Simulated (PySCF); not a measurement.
CNAlOH4, in a box:

```
C N Al O H
1.0
    12.00000    0.00000    0.00000
     0.00000   14.00000    0.00000
     0.00000    0.00000   12.00000
C N Al O H
1 1 1 1 4
Direct
  0.47631 0.60494 0.46562
  0.54682 0.57453 0.55541
  0.50468 0.45636 0.52117
  0.43155 0.52555 0.42063
  0.52539 0.64511 0.39981
  0.41018 0.65611 0.49822
  0.59464 0.61722 0.60089
  0.51471 0.34587 0.55484
```

The cell isn't the ideal one: atoms moved at random, drawn with an rms of 0.05 Å.

Base run:

| Property | Result |
| --- | --- |
| Program | PySCF 2.14.0 |
| Functional | MN15-L |
| Dispersion | D3 |
| Potentials or basis | cc-pvdz (all-electron) |
| k mesh | 1 × 1 × 1 |
| Occupations | fixed |
| Spin | no spin polarisation |

Its results: gap between the frontier levels 4.59 eV.

Task: After a change of settings the same cell gave: gap between the frontier levels 4.08 eV. Which change was it?
A. functional from MN15-L to OLYP; dispersion from D3 to D3(BJ)
B. functional from MN15-L to wB97X; dispersion from D3 to none
C. functional from MN15-L to TM; dispersion from D3 to none

Result: A.

Caveats: this is a molecule in a periodic box at the Γ point, so its band gap is the HOMO-LUMO gap; the basis of atomic orbitals isn't converged, which shifts pressures, moduli and gaps.
